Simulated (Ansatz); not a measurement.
**ScPt: lattice vibrations**

How does the lattice vibrate, and how do the modes shift with volume? Displacements sample a 2×2×2 mesh. Runs: cell and atoms relaxed (PAW); reference run (PAW); volume scaled by 0.980 (PAW); volume scaled by 1.020 (PAW); mode Grüneisen parameters (PAW).

Computed with Ansatz 0.2.0 (DFT PBEsol, frozen-core PAW, scalar-relativistic unless said, unless a step's input says otherwise).

1 further run of the same task is left out (it didn't finish).

## Step 1: The structure to begin with

The structure is cubic, space group Pm-3m (No. 221). Conventional cell: a = 3.270 Å, b = 3.270 Å, c = 3.270 Å, α = 90.00°, β = 90.00°, γ = 90.00°. Around Sc (site symmetry m-3m) lie 8 Pt at 2.83 Å. Pt (site symmetry m-3m) has 8 Sc at 2.83 Å as nearest neighbours.

Coordinates:

```cif
data_structure
_symmetry_space_group_name_H-M 'P 1'
_symmetry_Int_Tables_number 1
_cell_length_a 3.2700
_cell_length_b 3.2700
_cell_length_c 3.2700
_cell_angle_alpha 90.000
_cell_angle_beta 90.000
_cell_angle_gamma 90.000
_cell_volume 34.97
loop_
_atom_site_label
_atom_site_type_symbol
_atom_site_fract_x
_atom_site_fract_y
_atom_site_fract_z
_atom_site_occupancy
Sc1 Sc 0.50000 0.50000 0.50000 1
Pt1 Pt 0.00000 0.00000 0.00000 1
```

Cartesian axes are those of the input's lattice vectors. The structure goes back to a database entry.

## Step 2: Cell and atoms relaxed, PAW

Contents of input.yaml:

```yaml
crystal:
  lattice:
    - [3.27, 0.0, 0.0]
    - [0.0, 3.27, 0.0]
    - [0.0, 0.0, 3.27]
  atoms:
    - { symbol: Sc, position: [0.5, 0.5, 0.5] }
    - { symbol: Pt, position: [0.0, 0.0, 0.0] }
kpoints:
  mp_grid: { grid: [12, 12, 12] }
scf:
  occupations: { method: fermi_dirac, width: 0.1 }
hamiltonian:
  xc: pbesol
  pseudopotentials: { kind: paw }
relax:
  f_tol: 0.002
  max_steps: 80
  cell: {}
output:
  forces: true
  stress: true
```

On the command line:

```console
> ansatz run input.yaml --threads 1 --pin off --max-ram 3072MiB --backend cpu --events-out ev --progress --plain --runs-dir out
```

## Step 3: Reference run, PAW

Contents of input.yaml:

```yaml
crystal:
  lattice:
    - [3.26112200794, 0.0, 0.0]
    - [0.0, 3.26112200794, 0.0]
    - [0.0, 0.0, 3.26112200794]
  atoms:
    - { symbol: Sc, position: [0.5, 0.5, 0.5] }
    - { symbol: Pt, position: [0.0, 0.0, 0.0] }
kpoints:
  mp_grid: { grid: [12, 12, 12] }
scf:
  occupations: { method: fermi_dirac, width: 0.1 }
hamiltonian:
  xc: pbesol
  pseudopotentials: { kind: paw }
phonons:
  qmesh: [2, 2, 2]
  qpath:
    path:
      - [0.0, 0.0, 0.0]
      - [0.0, 0.5, 0.0]
      - [0.5, 0.5, 0.0]
      - [0.0, 0.0, 0.0]
      - [0.5, 0.5, 0.5]
      - [0.0, 0.5, 0.0]
      - [0.5, 0.5, 0.5]
      - [0.5, 0.5, 0.0]
    npoints: 6
  temperatures: { t_min: 0, t_max: 1000, t_step: 100 }
```

## Step 4: Volume scaled by 0.980, PAW

Changes to input.yaml since step 3:

```diff
@@ -2,5 +2,5 @@
   lattice:
-    - [3.26112200794, 0.0, 0.0]
-    - [0.0, 3.26112200794, 0.0]
-    - [0.0, 0.0, 3.26112200794]
+    - [3.23923462358, 0.0, 0.0]
+    - [0.0, 3.23923462358, 0.0]
+    - [0.0, 0.0, 3.23923462358]
   atoms:
```

## Step 5: Volume scaled by 1.020, PAW

Changes to input.yaml since step 4:

```diff
@@ -2,5 +2,5 @@
   lattice:
-    - [3.23923462358, 0.0, 0.0]
-    - [0.0, 3.23923462358, 0.0]
-    - [0.0, 0.0, 3.23923462358]
+    - [3.28271947184, 0.0, 0.0]
+    - [0.0, 3.28271947184, 0.0]
+    - [0.0, 0.0, 3.28271947184]
   atoms:
```

(Steps that only read results are left out.)

**Question.** What will these runs give? Wanted: highest mode on the mesh, without the LO shift; optical modes at Γ.

As calculated:

| quantity | value |
| --- | --- |
| highest mode on the mesh, without the LO shift (PAW) | 282 cm⁻¹ |
| optical modes at Γ | 166 (T1u) cm⁻¹ |
| mean Grüneisen parameter at 300 K (PAW) | 3.28 |

No mode on the mesh is unstable; the highest lies at 282 cm⁻¹ by PAW. Weighted by heat capacity at 300 K the mean Grüneisen parameter of the sampled modes is 3.28, which points to expansion on heating. Each set of modes is computed in the harmonic approximation. Cautions: frozen-core PAW files fitted under PBE, their cores solved anew for the functional of the run; responses of metals move with mesh and smearing; no spin-orbit coupling on heavy atoms.
